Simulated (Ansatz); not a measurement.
# SiH3F with WF6: superposition error and deformation

How much of this pair's binding is borrowed basis, and how much do the fragments pay to take the shapes they have in the pair?

Computed with Ansatz 0.2.0, Gaussian basis. Level: PBE0-D4 structures, single points in def2-TZVPPD.

Levels: PBE-D4, revPBE-D4, BLYP-D4, r2SCAN-D4, B97M-V, PBE0-D4, B3LYP-D4, HSE06-D4, wB97X-V, wB97M-V, B2PLYP, Hartree-Fock, MP2, CCSD, CCSD(T).

Correlated methods freeze the cores. Core potentials replace the inner electrons past krypton, and spin-orbit coupling is left out. B3LYP uses VWN-RPA correlation. B2PLYP carries no dispersion term here.

2 further runs of the same task are left out: 2 set aside as unsound or not needed.

## (1) Starting geometry

The relaxed pair: 12 atoms, charge 0, spin multiplicity 1.

Atoms are counted from 1 here; the program's logs count them from 0.

Bond lengths: Si1–F2 1.603 Å, Si1–H3 1.481 Å, Si1–H4 1.481 Å, Si1–H5 1.482 Å, F6–W7 1.836 Å, W7–F8 1.830 Å, W7–F9 1.838 Å, W7–F10 1.835 Å, W7–F11 1.830 Å, W7–F12 1.834 Å. Angles: F2–Si1–H3 108.3°, F2–Si1–H4 108.3°, F2–Si1–H5 107.9°, H3–Si1–H4 110.9°, H3–Si1–H5 110.7°, H4–Si1–H5 110.7°, F6–W7–F8 89.8°, F6–W7–F9 89.7°, F6–W7–F10 89.4°, F6–W7–F11 179.2°, F6–W7–F12 89.8°, F8–W7–F9 90.4°, F8–W7–F10 179.2°, F8–W7–F11 91.0°, F8–W7–F12 90.1°, F9–W7–F10 89.7°, F9–W7–F11 90.5°, F9–W7–F12 179.3° and more.

Coordinates:

```csv
atom,x (Å),y (Å),z (Å)
Si1,-0.3606,-0.2210,-2.6938
F2,0.0813,-1.2346,-1.5334
H3,0.5523,0.9450,-2.6650
H4,-1.7585,0.1967,-2.4396
H5,-0.2554,-0.9356,-3.9876
F6,1.1358,1.7165,2.3409
W7,0.2501,0.1710,1.8977
F8,1.7161,-0.3916,0.9575
F9,-0.4122,0.9946,0.3944
F10,-1.2076,0.7555,2.8474
F11,-0.6500,-1.3642,1.4730
F12,0.9088,-0.6322,3.4086
```

Atoms 1 to 5 are fragment A (SiH3F), the rest fragment B (WF6). From earlier runs, pair energy (eV) and counterpoise interaction (meV):

```csv
method,E(pair),interaction
PBE-D4,-28768.98175,-85
revPBE-D4,-28783.77444,-78
BLYP-D4,-28788.65046,-90
r2SCAN-D4,-28782.49442,-90
B97M-V,-28780.69171,-80
PBE0-D4,-28767.34726,-84
B3LYP-D4,-28790.87715,-98
HSE06-D4,-28766.37135,-83
wB97X-V,-28780.42071,-88
wB97M-V,-28781.31676,-84
B2PLYP,-28773.03731,-30
MP2,-28740.39225,-63
CCSD(T),-28742.23511,-75
```

First each fragment is run alone in its own basis, frozen in the shape it has in the pair (a, b).

## (2) CCSD(T)/def2-TZVPPD

a/in.yaml reads:

```yaml
crystal:
  periodic: [false, false, false]
  atoms:
    - {symbol: Si, position_ang: [-0.360592, -0.220996, -2.693767]}
    - {symbol: F, position_ang: [0.081349, -1.234559, -1.533397]}
    - {symbol: H, position_ang: [0.552253, 0.944974, -2.665037]}
    - {symbol: H, position_ang: [-1.758475, 0.196692, -2.439592]}
    - {symbol: H, position_ang: [-0.255424, -0.935608, -3.987633]}
basis:
  gaussian: {orbitals: "def2-TZVPPD.json"}
correlation: {method: ccsd_t}
```

b/in.yaml reads:

```yaml
crystal:
  periodic: [false, false, false]
  atoms:
    - {symbol: F, position_ang: [1.135835, 1.716492, 2.340896]}
    - {symbol: W, position_ang: [0.250091, 0.170968, 1.897679]}
    - {symbol: F, position_ang: [1.716081, -0.391602, 0.957529]}
    - {symbol: F, position_ang: [-0.412226, 0.994630, 0.394442]}
    - {symbol: F, position_ang: [-1.207641, 0.755500, 2.847435]}
    - {symbol: F, position_ang: [-0.650044, -1.364163, 1.472982]}
    - {symbol: F, position_ang: [0.908793, -0.632228, 3.408562]}
basis:
  gaussian: {orbitals: "def2-TZVPPD.json"}
correlation: {method: ccsd_t}
```

The basis file named in the input lies beside it (Basis Set Exchange, JSON).

The command line of these runs was not kept.

Output in a:

```text
Functional definition: HF
  name "HF"
  cite "Fock, Z. Phys. 61, 126 (1930) doi:10.1007/BF01340294"
  parent pbe
  exchange = exact_x
  correlation = 0
796 factors; integrals over basis functions are off by at most 1.0e-3 eV
mean field evaluation 1: about -10617.3284 eV, gradient 2.6e1 eV
mean field evaluation 2: about -10617.3294 eV, gradient 2.6e1 eV
mean field evaluation 4: about -10618.7530 eV, gradient 1.9e0 eV
mean field evaluation 8: about -10618.7706 eV, gradient 5.9e-2 eV
mean field evaluation 16: about -10618.7688 eV, gradient 3.0e-1 eV
mean field -10618.77057154 eV, -390.2326208430 hartree, gradient 1.6e-6 eV, S^2 0.000000; 0 other end points of the search recorded, 0 dependent functions left out
6 core orbitals not correlated: weight in the atoms' cores, before any rotation towards them, 1.000 or more for the frozen orbitals, at most 0.000 for the correlated occupied ones
reference -10618.77057154 eV, -390.2326208430 hartree; 7, 7 occupied and 126, 126 virtual orbitals, 796 factors
second order -10.47901248 eV of doubles, -0.00000000 eV of singles
cycle   1  -10.74100816 eV  change   -2.6e-1 eV  update   7.3e-2
cycle   2  -11.01006011 eV  change   -2.7e-1 eV  update   2.2e-2
cycle   3  -11.07877034 eV  change   -6.9e-2 eV  update   1.1e-2
cycle   4  -11.07115439 eV  change    7.6e-3 eV  update   1.9e-3
cycle   5  -11.07071989 eV  change    4.3e-4 eV  update   7.4e-4
cycle   6  -11.07107140 eV  change   -3.5e-4 eV  update   2.0e-4
cycle   7  -11.07099250 eV  change    7.9e-5 eV  update   6.5e-5
cycle   8  -11.07096494 eV  change    2.8e-5 eV  update   1.8e-5
cycle   9  -11.07096849 eV  change   -3.6e-6 eV  update   6.6e-6
perturbative correction -0.29330473 eV, -0.0107787499 hartree
Total energy: -10630.13484476 eV, -390.6502501809 hartree
```

Output in b, cut to the lines that bear on the results:

```text
[... 4 set-up lines as earlier in the session ...]
[...]
1960 factors; integrals over basis functions are off by at most 6.2e-4 eV
[...]
mean field -18056.00945325 eV, -663.5461086042 hartree, gradient 4.2e-6 eV, S^2 0.000000; 0 other end points of the search recorded, 0 dependent functions left out
6 core orbitals not correlated: weight in the atoms' cores, before any rotation towards them, 1.000 or more for the frozen orbitals, at most 0.000 for the correlated occupied ones
reference -18056.00945325 eV, -663.5461086042 hartree; 28, 28 occupied and 265, 265 virtual orbitals, 1960 factors
second order -55.02917430 eV of doubles, -0.00000000 eV of singles
cycle   1  -51.60494391 eV  change     3.4e0 eV  update   2.8e-1
[...]
cycle   9  -53.70847157 eV  change    4.1e-5 eV  update   6.3e-5
perturbative correction -2.26473867 eV, -0.0832276112 hartree
Total energy: -18111.98266349 eV, -665.6030861404 hartree
```

They took 21 s (a), 19 s (b) on 1 × a share of an NVIDIA H100 with 4 threads, shared host; peak memory 0.88 GiB.

## (3) Relaxing SiH3F alone

relax-a/in.yaml reads:

```yaml
crystal:
  periodic: [false, false, false]
  atoms:
    - {symbol: Si, position_ang: [-0.360592, -0.220996, -2.693767]}
    - {symbol: F, position_ang: [0.081349, -1.234559, -1.533397]}
    - {symbol: H, position_ang: [0.552253, 0.944974, -2.665037]}
    - {symbol: H, position_ang: [-1.758475, 0.196692, -2.439592]}
    - {symbol: H, position_ang: [-0.255424, -0.935608, -3.987633]}
basis:
  gaussian: {orbitals: def2-TZVP}
hamiltonian: {xc: pbe0, dispersion: d4}
relax: {f_tol: 0.005, max_steps: 200}
```

Standard output, cut to the lines that bear on the results:

```text
Functional definition: PBE0
  name "PBE0"
  cite "Adamo & Barone, J. Chem. Phys. 110, 6158 (1999) doi:10.1063/1.478522"
  cite "Perdew, Burke & Ernzerhof, Phys. Rev. Lett. 77, 3865 (1996) doi:10.1103/PhysRevLett.77.3865"
[... 1 set-up line as earlier in the session ...]
[...]
556 factors; their error is unknown
[...]
mean field -10640.14939536 eV, -391.0182781272 hartree, gradient 4.3e-5 eV, S^2 0.000000; 0 other end points of the search recorded, 0 dependent functions left out
[...]
reference -10640.14941977 eV, -391.0182790243 hartree; 13, 13 occupied and 73, 73 virtual orbitals, 556 factors
relax step   1: F+E_penalty+E_count = -10640.18783137 eV  Δ(F+E_penalty+E_count) = +0.000e0 eV  max|allowed force component| = 1.141e-1 eV/Å  Δτ_max = 0.0000 Å  (20 SCF iters, accepted)
[...]
556 factors; their error is unknown
[...]
mean field -10640.14967719 eV, -391.0182884841 hartree, gradient 7.1e-6 eV, S^2 0.000000; 1 other end points of the search recorded, 0 dependent functions left out
[...]
reference -10640.14970160 eV, -391.0182893812 hartree; 13, 13 occupied and 73, 73 virtual orbitals, 556 factors
Total energy: -10640.18814767 eV, -391.0197022484 hartree
Atom 0 at    -0.359283    -0.224461    -2.693262 Å, force     0.000273    -0.000394     0.002779 eV/Å
Atom 1 at     0.080745    -1.232765    -1.531620 Å, force    -0.000173     0.000364    -0.000724 eV/Å
Atom 2 at     0.550737     0.944542    -2.664993 Å, force     0.000531     0.000604    -0.000298 eV/Å
Atom 3 at    -1.756947     0.197105    -2.439610 Å, force    -0.000722     0.000149    -0.000189 eV/Å
Atom 4 at    -0.256141    -0.933918    -3.989941 Å, force     0.000091    -0.000723    -0.001569 eV/Å
Dipole moment:    -0.072689     0.166550    -0.191973 e Å
```

Run time: 28 s. Hardware: 1 × a share of an NVIDIA H100 with 4 threads, shared host; peak host memory 0.81 GiB.

The steps of the relaxation:

```csv
step,energy from step 1 (eV),largest force component (eV/Å)
1,0.0000,0.1141
2,-0.0002,0.0500
3,-0.0001,0.0783
4,-0.0003,0.0028
```

Close pairs (by a distance rule), those that changed most:

```csv
bond,before (Å),after (Å),change (Å)
Si1–F2,1.603,1.600,-0.003
Si1–H4,1.481,1.482,+0.001
Si1–H3,1.481,1.482,+0.001
Si1–H5,1.482,1.482,-0.000
```

## (4) Relaxing WF6 alone

relax-b/in.yaml reads:

```yaml
crystal:
  periodic: [false, false, false]
  atoms:
    - {symbol: F, position_ang: [1.135835, 1.716492, 2.340896]}
    - {symbol: W, position_ang: [0.250091, 0.170968, 1.897679]}
    - {symbol: F, position_ang: [1.716081, -0.391602, 0.957529]}
    - {symbol: F, position_ang: [-0.412226, 0.994630, 0.394442]}
    - {symbol: F, position_ang: [-1.207641, 0.755500, 2.847435]}
    - {symbol: F, position_ang: [-0.650044, -1.364163, 1.472982]}
    - {symbol: F, position_ang: [0.908793, -0.632228, 3.408562]}
basis:
  gaussian: {orbitals: def2-TZVP}
hamiltonian: {xc: pbe0, dispersion: d4}
relax: {f_tol: 0.005, max_steps: 200}
```

Standard output, cut to the lines that bear on the results:

```text
[... 5 set-up lines as earlier in the session ...]
[...]
1336 factors; their error is unknown
[...]
mean field -18126.46289196 eV, -666.1352247215 hartree, gradient 2.6e-6 eV, S^2 0.000000; 0 other end points of the search recorded, 0 dependent functions left out
[...]
reference -18126.46292274 eV, -666.1352258528 hartree; 34, 34 occupied and 192, 192 virtual orbitals, 1336 factors
relax step   1: F+E_penalty+E_count = -18126.59439405 eV  Δ(F+E_penalty+E_count) = +0.000e0 eV  max|allowed force component| = 3.636e-1 eV/Å  Δτ_max = 0.0000 Å  (28 SCF iters, accepted)
[...]
reference -18126.46519043 eV, -666.1353091888 hartree; 34, 34 occupied and 192, 192 virtual orbitals, 1336 factors
Total energy: -18126.59669591 eV, -666.1401419263 hartree
Atom 0 at     1.140012     1.719661     2.341306 Å, force     0.000679    -0.000145    -0.001232 eV/Å
Atom 1 at     0.248701     0.178498     1.902776 Å, force    -0.000608     0.001617    -0.000279 eV/Å
Atom 2 at     1.708934    -0.396603     0.954718 Å, force     0.000550    -0.000611     0.000077 eV/Å
Atom 3 at    -0.410293     0.987705     0.395140 Å, force     0.000029     0.000461     0.001786 eV/Å
Atom 4 at    -1.211273     0.754550     2.850701 Å, force    -0.000457    -0.000810    -0.000316 eV/Å
Atom 5 at    -0.643431    -1.362463     1.465327 Å, force     0.000022    -0.000716    -0.000444 eV/Å
Atom 6 at     0.908240    -0.631752     3.409557 Å, force    -0.000216     0.000205     0.000409 eV/Å
Dipole moment:     0.000029    -0.000092    -0.000011 e Å
```

It took 26 s on 1 × a share of an NVIDIA H100 with 4 threads, shared host; peak host memory 0.86 GiB.

Step by step:

```csv
step,energy from step 1 (eV),largest force component (eV/Å)
1,0.0000,0.3636
2,-0.0020,0.1077
3,-0.0023,0.0018
```

Close pairs (by a distance rule), those that changed most:

```csv
bond,before (Å),after (Å),change (Å)
W2–F4,1.838,1.834,-0.004
W2–F6,1.830,1.834,+0.004
W2–F3,1.830,1.834,+0.003
F1–W2,1.836,1.834,-0.002
W2–F5,1.835,1.834,-0.002
W2–F7,1.834,1.834,+0.000
```

## (5) CCSD(T)/def2-TZVPPD

free-a/in.yaml reads:

```yaml
crystal:
  periodic: [false, false, false]
  atoms:
    - {symbol: Si, position_ang: [-0.359283, -0.224461, -2.693262]}
    - {symbol: F, position_ang: [0.080745, -1.232765, -1.531620]}
    - {symbol: H, position_ang: [0.550737, 0.944542, -2.664993]}
    - {symbol: H, position_ang: [-1.756947, 0.197105, -2.439610]}
    - {symbol: H, position_ang: [-0.256141, -0.933918, -3.989941]}
basis:
  gaussian: {orbitals: "def2-TZVPPD.json"}
correlation: {method: ccsd_t}
```

free-b/in.yaml reads:

```yaml
crystal:
  periodic: [false, false, false]
  atoms:
    - {symbol: F, position_ang: [1.140012, 1.719661, 2.341306]}
    - {symbol: W, position_ang: [0.248701, 0.178498, 1.902776]}
    - {symbol: F, position_ang: [1.708934, -0.396603, 0.954718]}
    - {symbol: F, position_ang: [-0.410293, 0.987705, 0.395140]}
    - {symbol: F, position_ang: [-1.211273, 0.754550, 2.850701]}
    - {symbol: F, position_ang: [-0.643431, -1.362463, 1.465327]}
    - {symbol: F, position_ang: [0.908240, -0.631752, 3.409557]}
basis:
  gaussian: {orbitals: "def2-TZVPPD.json"}
correlation: {method: ccsd_t}
```

Log of free-a, cut to the lines that bear on the results:

```text
[... 4 set-up lines as earlier in the session ...]
[...]
796 factors; integrals over basis functions are off by at most 1.4e-3 eV
[...]
mean field -10618.77264524 eV, -390.2326970501 hartree, gradient 1.6e-6 eV, S^2 0.000000; 0 other end points of the search recorded, 0 dependent functions left out
6 core orbitals not correlated: weight in the atoms' cores, before any rotation towards them, 1.000 or more for the frozen orbitals, at most 0.000 for the correlated occupied ones
reference -10618.77264524 eV, -390.2326970501 hartree; 7, 7 occupied and 126, 126 virtual orbitals, 796 factors
second order -10.47653000 eV of doubles, -0.00000000 eV of singles
cycle   1  -10.73964715 eV  change   -2.6e-1 eV  update   7.2e-2
[...]
cycle   9  -11.06913201 eV  change   -3.5e-6 eV  update   6.5e-6
perturbative correction -0.29294950 eV, -0.0107656954 hartree
Total energy: -10630.13472675 eV, -390.6502458439 hartree
```

Log of free-b, cut to the lines that bear on the results:

```text
[... 4 set-up lines as earlier in the session ...]
[...]
1962 factors; integrals over basis functions are off by at most 6.0e-4 eV
[...]
mean field -18056.01240604 eV, -663.5462171173 hartree, gradient 4.2e-6 eV, S^2 0.000000; 0 other end points of the search recorded, 0 dependent functions left out
6 core orbitals not correlated: weight in the atoms' cores, before any rotation towards them, 1.000 or more for the frozen orbitals, at most 0.000 for the correlated occupied ones
reference -18056.01240604 eV, -663.5462171173 hartree; 28, 28 occupied and 265, 265 virtual orbitals, 1962 factors
second order -55.02841516 eV of doubles, -0.00000000 eV of singles
cycle   1  -51.60484409 eV  change     3.4e0 eV  update   2.8e-1
[...]
cycle  10  -53.70807453 eV  change   -5.8e-5 eV  update   9.7e-6
perturbative correction -2.26454165 eV, -0.0832203708 hartree
Total energy: -18111.98502222 eV, -665.6031728224 hartree
```

Wall times: 14 s (free-a), 29 s (free-b) on 1 × a share of an NVIDIA H100 with 4 threads, shared host; peak memory 0.88 GiB.

## (6) The split

```csv
method,interaction with counterpoise (meV),without,superposition error,deformation,binding energy
PBE-D4,-85,-91,6,0,-85
revPBE-D4,-78,-84,6,0,-78
BLYP-D4,-90,-97,7,0,-90
r2SCAN-D4,-90,-96,6,2,-88
B97M-V,-80,-85,4,3,-77
PBE0-D4,-84,-90,6,2,-82
B3LYP-D4,-98,-104,7,1,-96
HSE06-D4,-83,-89,6,2,-81
wB97X-V,-88,-94,6,2,-86
wB97M-V,-84,-90,6,2,-82
B2PLYP,-30,-47,17,2,-28
Hartree-Fock,2,-5,7,5,8
MP2,-63,-104,41,2,-62
CCSD,-62,-101,40,3,-59
CCSD(T),-75,-118,43,2,-73
```

## (7) Outcome

| quantity | value |
| --- | --- |
| interaction, CCSD(T) | -75 meV |
| superposition error | 43 meV |
| deformation | 2 meV |
| binding energy | -73 meV |

**Reading.** In this basis the superposition error is 43 meV for CCSD(T) and 6 meV on average for the plain functionals: correlated methods borrow far more, since they need many more functions to converge. Deformation takes back 3 % of the interaction. The free shapes are PBE0-D4 minima, so other methods can show a small negative deformation energy.
